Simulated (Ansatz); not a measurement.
# CH6O2Sn: rigid scan of one bond length in Python

How does the energy of CH6O2Sn change as one bond is stretched? Aim: a rigid scan of one bond length, for CH6O2Sn, run from a script.

Program: the Python package of Ansatz 0.2.0. Level of theory: PBE0/def2-SVP. These are calculated values, not measurements.

**1. The system**

Bond lengths: O1–C2 1.362 Å, C2–Sn3 2.117 Å, Sn3–O4 2.083 Å, O1–H5 1.058 Å, C2–H6 1.129 Å, C2–H7 1.113 Å, Sn3–H8 1.720 Å, Sn3–H9 1.801 Å, O4–H10 0.962 Å. Angles: O1–C2–Sn3 106.4°, O1–C2–H6 111.9°, O1–C2–H7 112.5°, Sn3–C2–H6 109.5°, Sn3–C2–H7 107.9°, H6–C2–H7 108.7°, C2–O1–H5 104.3°, C2–Sn3–O4 109.7°, C2–Sn3–H8 111.4°, C2–Sn3–H9 110.1°, O4–Sn3–H8 107.4°, O4–Sn3–H9 107.3°, H8–Sn3–H9 111.0°, Sn3–O4–H10 99.4°.

The script holds or builds the structure itself.

**2. The code**

Contents of scan_ch6o2sn.py:

```python
'''Potential curve of CH6O2Sn along one bond.'''

import ansatz as az
from ase import Atoms
import matplotlib.pyplot as plt
import numpy as np


def main() -> None:
    atoms = Atoms(['O', 'C', 'Sn', 'O', 'H', 'H', 'H', 'H', 'H', 'H'], positions=[
        (-1.9701, 0.3089, -0.0825),
        (-0.6857, 0.6676, -0.357),
        (0.5508, -0.7678, 0.5877),
        (2.5524, -0.3171, 0.2256),
        (-2.5568, 1.0385, -0.5746),
        (-0.4417, 1.6954, 0.042),
        (-0.4619, 0.6463, -1.4466),
        (0.2607, -2.3474, -0.0288),
        (0.3061, -0.7168, 2.371),
        (2.5292, -0.2587, -0.734),
    ])
    ch6o2sn = az.Crystal.molecule_from_ase(atoms)

    symbols = [site.symbol for site in ch6o2sn.cartesian_sites]
    start = np.array([site.position_ang for site in ch6o2sn.cartesian_sites])
    axis = (start[4] - start[0]) / np.linalg.norm(start[4] - start[0])
    moving = [4]
    lengths, energies = [0.931, 0.973, 1.015, 1.058, 1.1, 1.142, 1.185, 1.248], []
    for length in lengths:
        xyz = start.copy()
        xyz[moving] += (length - np.linalg.norm(start[4] - start[0])) * axis
        point = az.Crystal.molecule()
        for symbol, xyz in zip(symbols, xyz):
            point = point.atom(symbol, xyz.tolist())
        job = (
            point.calculation()
            .basis(gaussian='def2-SVP')
            .functional('pbe0')
        )
        data = job.run(threads=1, backend='cpu').report
        energies.append(data['free_energy_ev'])
        print(f'r = {length:6.3f} A  E = {energies[-1]:.5f} eV  <S^2> = {abs(data["mean_field"]["state"]["spin_squared"]):.3f}')

    # quartic fit about the minimum
    fit = np.polynomial.Polynomial.fit(lengths, np.array(energies) - min(energies), 4).convert()
    roots = [r.real for r in fit.deriv().roots() if abs(r.imag) < 1e-9 and fit.deriv(2)(r.real) > 0]
    r_e = min(roots, key=lambda r: abs(r - lengths[int(np.argmin(energies))]))
    print(f'minimum of the fit at {r_e:.4f} A, force constant {fit.deriv(2)(r_e):.2f} eV/A^2')
    plt.figure(figsize=(4.5, 3))
    plt.plot(lengths, np.array(energies) - min(energies), 'o-')
    plt.xlabel('bond length (A)')
    plt.ylabel('E - E(min) (eV)')
    plt.tight_layout()
    plt.savefig('scan.png', dpi=100)


if __name__ == '__main__':
    main()
```

**3. The input behind the calls**

The engine receives this input (first run):

```yaml
crystal:
  periodic: [false, false, false]
  atoms:
    - { symbol: O, position_ang: [-1.9701, 0.3089, -0.0825] }
    - { symbol: C, position_ang: [-0.6857, 0.6676, -0.357] }
    - { symbol: Sn, position_ang: [0.5508, -0.7678, 0.5877] }
    - { symbol: O, position_ang: [2.5524, -0.3171, 0.2256] }
    - { symbol: H, position_ang: [-2.4865280598541153, 0.9511122251057826, -0.5156587664124941] }
    - { symbol: H, position_ang: [-0.4417, 1.6954, 0.042] }
    - { symbol: H, position_ang: [-0.4619, 0.6463, -1.4466] }
    - { symbol: H, position_ang: [0.2607, -2.3474, -0.0288] }
    - { symbol: H, position_ang: [0.3061, -0.7168, 2.371] }
    - { symbol: H, position_ang: [2.5292, -0.2587, -0.734] }
basis:
  gaussian:
    orbitals: def2-SVP
hamiltonian:
  xc: pbe0
```

**4. Running it**

Command:

```console
python scan_ch6o2sn.py
```

Standard output:

```text
r =  0.931 A  E = -11049.43244 eV  <S^2> = 0.000
r =  0.973 A  E = -11049.46040 eV  <S^2> = 0.000
r =  1.015 A  E = -11049.40231 eV  <S^2> = 0.000
r =  1.058 A  E = -11049.27752 eV  <S^2> = 0.000
r =  1.100 A  E = -11049.10975 eV  <S^2> = 0.000
r =  1.142 A  E = -11048.91027 eV  <S^2> = 0.000
r =  1.185 A  E = -11048.68406 eV  <S^2> = 0.000
r =  1.248 A  E = -11048.32980 eV  <S^2> = 0.000
minimum of the fit at 0.9639 A, force constant 50.90 eV/A^2
```

Run time: 12 s. Hardware: 1 thread of Intel Xeon 6975P-C (Granite Rapids), shared host; peak memory 0.3 GiB.

**5. What changed from run to run**

The engine's inputs for some of the other runs:

Run 2, against run 1:

```diff
@@ -8 +8 @@
-    - { symbol: H, position_ang: [-2.4865280598541153, 0.9511122251057826, -0.5156587664124941] }
+    - { symbol: H, position_ang: [-2.5098255663136997, 0.9800842051857427, -0.5351997633935088] }
```

Run 3, against run 1:

```diff
@@ -8 +8 @@
-    - { symbol: H, position_ang: [-2.4865280598541153, 0.9511122251057826, -0.5156587664124941] }
+    - { symbol: H, position_ang: [-2.5331230727732836, 1.0090561852657027, -0.5547407603745235] }
```

Run 5, against run 1:

```diff
@@ -8 +8 @@
-    - { symbol: H, position_ang: [-2.4865280598541153, 0.9511122251057826, -0.5156587664124941] }
+    - { symbol: H, position_ang: [-2.5802727882272043, 1.067689954475146, -0.5942880161694344] }
```

Lines on the test bed's own set-up are left out of the output.

**6. Run by run**

The 8 runs, in the order started:

```csv
run,distance (Å),energy from run 2 (eV),SCF cycles,CPU time (s)
1,0.93,0.0280,16,1.4
2,0.97,0.0000,15,1.3
3,1.01,0.0581,15,1.4
4,1.06,0.1829,15,1.3
5,1.10,0.3507,15,1.3
6,1.14,0.5501,15,1.3
7,1.19,0.7763,15,1.3
8,1.25,1.1306,17,1.4
```

**7. What came out**

| quantity | value |
| --- | --- |
| bond length at the fit's minimum | 0.9639 Å |
| runs compared | 8 |
| range of energy | 1.131 eV |
| lowest point, distance (Å) | 0.97 |

**Reading.** The lowest point, at 0.97, lies inside the range. The ends stand 0.028 and 1.13 eV above it. The distance scanned is the script's pair 0, 4. The rest of the molecule is held rigid at a force-field or estimated start geometry, and the basis set is modest; single-reference methods fail as a bond breaks. def2 sets replace the cores of elements past krypton by effective core potentials. The orbitals are restricted, so S² is zero by construction.
